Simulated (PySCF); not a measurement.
# From one method to the next for Li⁻

Aim: see what other levels and later steps give for Li⁻.

The runs use PySCF 2.14.0; each script names its method and basis.

## Step 1: The atom

Li⁻: 1 atom, charge -1, spin multiplicity 1.

## Step 2: The base run

File input.py:

```python
from pyscf import gto, scf, tdscf

mol = gto.M(
    atom='Li 0 0 0',
    basis='cc-pcvtz',
    charge=-1,
    spin=0,
    verbose=3,
)
mf = scf.UHF(mol)
mf = mf.density_fit(auxbasis='def2-universal-jkfit')
mf.kernel()
td = tdscf.TDHF(mf)
td.nstates = 4
td.kernel()
td.analyze()
mf.dip_moment()
print('orbital energies (hartree):', [e[max(0, n-3):n+3].round(4) for e, n in zip(mf.mo_energy, mol.nelec)])
```

Started as:

```console
> OMP_NUM_THREADS=1 python input.py
```

## Step 3: EOM-EE

Variant 1 changes step after the SCF: tddft → eomee; number of roots: 4 → 3.

input.py: that of step 2 with these lines changed.

```diff
@@ -1,2 +1,2 @@
-from pyscf import gto, scf, tdscf
+from pyscf import gto, scf, cc
 
@@ -12,6 +12,6 @@
 mf.kernel()
-td = tdscf.TDHF(mf)
-td.nstates = 4
-td.kernel()
-td.analyze()
+mycc = cc.CCSD(mf)
+mycc.kernel()
+e = mycc.eeccsd(nroots=3)[0]
+print('roots (eV) =', (e*27.211386).round(3))
 mf.dip_moment()
```

## Step 4: Population analysis

Variant 2 changes step after the SCF: tddft → analyze.

File input.py:

```python
from pyscf import gto, scf

mol = gto.M(
    atom='Li 0 0 0',
    basis='cc-pcvtz',
    charge=-1,
    spin=0,
    verbose=3,
)
mf = scf.UHF(mol)
mf = mf.density_fit(auxbasis='def2-universal-jkfit')
mf.kernel()
mf.analyze()
print('orbital energies (hartree):', [e[max(0, n-3):n+3].round(4) for e, n in zip(mf.mo_energy, mol.nelec)])
```

## Step 5: B3pw91 (UKS)

Variant 3 changes functional: none (Hartree–Fock) → b3pw91; SCF type: UHF → UKS; step after the SCF: tddft → analyze.

File input.py:

```python
from pyscf import gto, dft

mol = gto.M(
    atom='Li 0 0 0',
    basis='cc-pcvtz',
    charge=-1,
    spin=0,
    verbose=3,
)
mf = dft.UKS(mol, xc='b3pw91')
mf = mf.density_fit(auxbasis='def2-universal-jkfit')
mf.kernel()
mf.analyze()
print('orbital energies (hartree):', [e[max(0, n-3):n+3].round(4) for e, n in zip(mf.mo_energy, mol.nelec)])
```

## Step 6: CCSD

Variant 4 changes step after the SCF: tddft → ccsd.

input.py: that of step 2 with these lines changed.

```diff
@@ -1,2 +1,2 @@
-from pyscf import gto, scf, tdscf
+from pyscf import gto, scf, cc
 
@@ -12,6 +12,4 @@
 mf.kernel()
-td = tdscf.TDHF(mf)
-td.nstates = 4
-td.kernel()
-td.analyze()
+mycc = cc.CCSD(mf)
+mycc.kernel()
 mf.dip_moment()
```

## Step 7: MP2

Variant 5 changes step after the SCF: tddft → mp2.

input.py: that of step 2 with these lines changed.

```diff
@@ -1,2 +1,2 @@
-from pyscf import gto, scf, tdscf
+from pyscf import gto, scf, mp
 
@@ -12,6 +12,3 @@
 mf.kernel()
-td = tdscf.TDHF(mf)
-td.nstates = 4
-td.kernel()
-td.analyze()
+mp.MP2(mf).kernel()
 mf.dip_moment()
```

Q: Predict the outcome of this session. Wanted: for each run, E(SCF); from base; gap; after the SCF.

The runs gave:

```tsv
run	E(SCF) (hartree)	from base (eV)	gap (eV)	after the SCF
base	-7.419642	0	3.99	lowest root found 1.31 eV
EOM-EE	-7.419642	0.0000	3.99	CCSD correlation -1.825 eV, first root 2.78 eV
population analysis	-7.419642	0.0000	3.99	n/a
b3pw91 (UKS)	-7.498836	not comparable	1.75	n/a
CCSD	-7.419642	0.0000	3.99	CCSD correlation -1.825 eV
MP2	-7.419642	0.0000	3.99	MP2 correlation -1.350 eV
```

In words: The highest filled level of this anion is positive: the basis lacks diffuse functions or the electron is not bound, so these numbers hang on the basis. On the same reference and core, CCSD gains 1.82 eV in 3.9 s; MP2 reaches 74 % of that in 0.6 s. A lower total energy from another functional means nothing by itself. The dearest run is “EOM-EE”, at 25 s against 1.1 s.
